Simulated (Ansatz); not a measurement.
# A workflow on SiH2Br (SMILES [SiH2]Br)

We compute a structure relaxation (UHF/STO-3G), then vibrational wavenumbers, then a structure relaxation (UHF/3-21G), then the harmonic vibrations of SiH2Br. 

The results are computed with Ansatz 0.2.0.

## 1. Starting point

The species is SiH2Br (4 atoms), meant as a doublet with charge 0. As SMILES, `[SiH2]Br`. The shape comes from a force field and isn't a relaxed structure. The run starts from this shape.

Bond lengths: Si1–Br2 2.164 Å, Si1–H3 1.525 Å, Si1–H4 1.539 Å. Angles: Br2–Si1–H3 111.3°, Br2–Si1–H4 106.7°, H3–Si1–H4 106.8°.

## 2. A geometry optimisation at UHF/STO-3G (run 1)

File in.yaml:

```yaml
basis:
  gaussian:
    orbitals: STO-3G
crystal:
  periodic: [false, false, false]
  atoms:
    - symbol: Si
      position_ang: [-0.073600, -0.281100, -0.397000]
    - symbol: Br
      position_ang: [1.693000, -0.326100, 0.851700]
    - symbol: H
      position_ang: [-1.325900, -0.624800, 0.403000]
    - symbol: H
      position_ang: [-0.238000, 1.171700, -0.878000]
magnetization:
  spin_polarized: true
  initial_magnetization: 1
hamiltonian:
  xc: hf
relax:
  f_tol: 0.002
output: {orbitals: {seedname: orbitals}}
```

Launch:

```
$ ansatz run in.yaml --threads 1 --pin off --max-ram 2610MiB --events-out events.jsonl --progress --plain --runs-dir runs
```

The log of the run:

```text
Warning: RAYON_NUM_THREADS=1 ignored (pool sized by the plan → 1); use --threads N
The last accepted step is kept in runs//last_step.txt (removed where the run ends without a failure and the disk answers)
[... 49 lines left out ...]
Total energy: -77047.00248764 eV, -2831.4251170867 hartree
[... 4 lines left out ...]
Dipole moment:    -0.376536    -0.063818    -0.387422 e Å
```

Wall time 3.6 s (1 thread of Intel Xeon Platinum 8259CL at 2.50GHz (Skylake/Cascade Lake), shared host); peak memory 0.1 GiB.

Step by step:

```csv
step,energy from the first frame kept (eV),largest force (eV/Å)
1,0.0000,3.7411
2,-0.2838,0.9522
3,-0.3037,0.1422
4,-0.3058,0.0775
5,-0.3060,0.0051
6,-0.3060,0.0002
```

After the run. Bond lengths: Si1–Br2 2.210 Å, Si1–H3 1.429 Å, Si1–H4 1.429 Å. Angles: Br2–Si1–H3 107.7°, Br2–Si1–H4 107.7°, H3–Si1–H4 108.2°.

## 3. The harmonic vibrations at UHF/STO-3G (run 2)

File molecule.yaml:

```yaml
crystal:
  periodic: [false, false, false]
  atoms:
    - symbol: Si
      position_ang: [-0.112463, -0.243771, -0.419692]
    - symbol: Br
      position_ang: [1.677181, -0.340363, 0.872520]
    - symbol: H
      position_ang: [-1.245943, -0.585499, 0.380592]
    - symbol: H
      position_ang: [-0.263275, 1.109332, -0.853721]
basis:
  gaussian: {orbitals: STO-3G}
magnetization: {spin_polarized: true, initial_magnetization: 1}
hamiltonian: {xc: hf}
phonons: {temperatures: {t_min: 298.15, t_max: 298.15, t_step: 1}}
```

Launch:

```
$ ansatz run molecule.yaml --threads 1 --pin off --max-ram 2610MiB --events-out events.jsonl --progress --plain --runs-dir runs
```

The log of the run:

```text
Warning: RAYON_NUM_THREADS=1 ignored (pool sized by the plan → 1); use --threads N
[... 138 lines left out ...]
Total energy: -77047.00249299 eV, -2831.4251172835 hartree
[... 4 lines left out ...]
Dipole moment:    -0.376536    -0.063819    -0.387422 e Å
Vibrations: 536.50 803.06 900.24 1197.70 2823.78 2875.28 cm⁻¹, zero-point energy 0.566394 eV
```

Run time: 10 s. Hardware: 1 thread of Intel Xeon Platinum 8259CL at 2.50GHz (Skylake/Cascade Lake), shared host; peak memory 0.1 GiB.

## 4. A structure relaxation at UHF/3-21G (run 3)

File in.yaml:

```yaml
basis:
  gaussian: {orbitals: 3-21G.json}
crystal:
  periodic: [false, false, false]
  atoms:
    - {symbol: Si, position_ang: [-0.073600, -0.281100, -0.397000]}
    - {symbol: Br, position_ang: [1.693000, -0.326100, 0.851700]}
    - {symbol: H, position_ang: [-1.325900, -0.624800, 0.403000]}
    - {symbol: H, position_ang: [-0.238000, 1.171700, -0.878000]}
magnetization: {spin_polarized: true, initial_magnetization: 1}
output: {orbitals: {seedname: orbitals}}
relax: {f_tol: 0.002}
hamiltonian: {xc: hf}
```

The basis set 3-21G is read from a file made from the Basis Set Exchange's data (not shown).

Launch:

```
$ ansatz run in.yaml --threads 1 --pin off --max-ram 2610MiB --events-out events.jsonl --progress --plain --runs-dir runs
```

The log of the run:

```text
Warning: RAYON_NUM_THREADS=1 ignored (pool sized by the plan → 1); use --threads N
The last accepted step is kept in runs//last_step.txt (removed where the run ends without a failure and the disk answers)
[... 37 lines left out ...]
Total energy: -77514.34176312 eV, -2848.5995186867 hartree
[... 4 lines left out ...]
Dipole moment:    -0.457754     0.012318    -0.347457 e Å
```

Wall time 3.6 s (1 thread of Intel Xeon Platinum 8259CL at 2.50GHz (Skylake/Cascade Lake), shared host); peak memory 0.11 GiB.

The path in brief:

```csv
step,energy from the first frame kept (eV),largest force (eV/Å)
1,0.0000,3.5481
2,-0.2776,0.7267
3,-0.3042,0.0559
4,-0.3044,0.0013
```

After the run. Bond lengths: Si1–Br2 2.349 Å, Si1–H3 1.481 Å, Si1–H4 1.481 Å. Angles: Br2–Si1–H3 109.0°, Br2–Si1–H4 109.0°, H3–Si1–H4 111.8°.

## 5. The harmonic vibrations at UHF/3-21G (run 4)

File run.yaml:

```yaml
crystal:
  periodic: [false, false, false]
  atoms:
    - {symbol: Si, position_ang: [-0.140623, -0.222698, -0.413617]}
    - {symbol: Br, position_ang: [1.787380, -0.369174, 0.919917]}
    - {symbol: H, position_ang: [-1.315769, -0.632643, 0.389798]}
    - {symbol: H, position_ang: [-0.275488, 1.164215, -0.916398]}
basis:
  gaussian: {orbitals: 3-21G.json}
magnetization: {spin_polarized: true, initial_magnetization: 1}
hamiltonian: {xc: hf}
phonons: {temperatures: {t_min: 298.15, t_max: 298.15, t_step: 1}}
```

The basis set 3-21G is read from a file made from the Basis Set Exchange's data (not shown).

Launch:

```
$ ansatz run run.yaml --threads 1 --pin off --max-ram 2610MiB --events-out events.jsonl --progress --plain --runs-dir runs
```

The log of the run:

```text
Warning: RAYON_NUM_THREADS=1 ignored (pool sized by the plan → 1); use --threads N
[... 138 lines left out ...]
Total energy: -77514.34170920 eV, -2848.5995167053 hartree
[... 4 lines left out ...]
Dipole moment:    -0.457750     0.012318    -0.347457 e Å
Vibrations: 372.45 646.63 737.69 960.87 2294.13 2321.68 cm⁻¹, zero-point energy 0.454617 eV
```

It took 13 s on 1 thread of Intel Xeon Platinum 8259CL at 2.50GHz (Skylake/Cascade Lake), shared host; peak memory 0.11 GiB.

## 6. Summary of results

```
                                             quantity           value
           run 1, UHF/STO-3G: total energy at the end  -2831.42512 Eh
                     run 1, UHF/STO-3G: dipole moment          2.61 D
run 1, UHF/STO-3G: HOMO energy (highest over α and β)        -6.87 eV
 run 1, UHF/STO-3G: LUMO energy (lowest over α and β)         5.02 eV
                              run 1, UHF/STO-3G: ⟨S²⟩           0.752
          run 2, UHF/STO-3G: largest force on an atom      0.000 eV/Å
        run 2, UHF/STO-3G: lowest harmonic wavenumber        536 cm⁻¹
       run 2, UHF/STO-3G: highest harmonic wavenumber       2875 cm⁻¹
                 run 2, UHF/STO-3G: zero-point energy     54.6 kJ/mol
            run 3, UHF/3-21G: total energy at the end  -2848.59952 Eh
                      run 3, UHF/3-21G: dipole moment          2.76 D
 run 3, UHF/3-21G: HOMO energy (highest over α and β)        -9.45 eV
  run 3, UHF/3-21G: LUMO energy (lowest over α and β)         0.30 eV
                               run 3, UHF/3-21G: ⟨S²⟩           0.754
           run 4, UHF/3-21G: largest force on an atom      0.001 eV/Å
         run 4, UHF/3-21G: lowest harmonic wavenumber        372 cm⁻¹
        run 4, UHF/3-21G: highest harmonic wavenumber       2322 cm⁻¹
                  run 4, UHF/3-21G: zero-point energy     43.9 kJ/mol
```

In words: The optimisation (run 1, UHF/STO-3G) took 5 steps and changed the energy by -0.306 eV. Mulliken charges (run 1, UHF/STO-3G) run from -0.26 on Br2 to +0.55 on Si1; they depend strongly on the basis. All 6 modes (run 2, UHF/STO-3G) are real, so the shape is a minimum at this level. Mulliken charges (run 2, UHF/STO-3G) run from -0.26 on Br2 to +0.55 on Si1; they depend strongly on the basis. The optimisation (run 3, UHF/3-21G) took 3 steps and changed the energy by -0.304 eV. All 6 modes (run 4, UHF/3-21G) are real, so the shape is a minimum at this level.
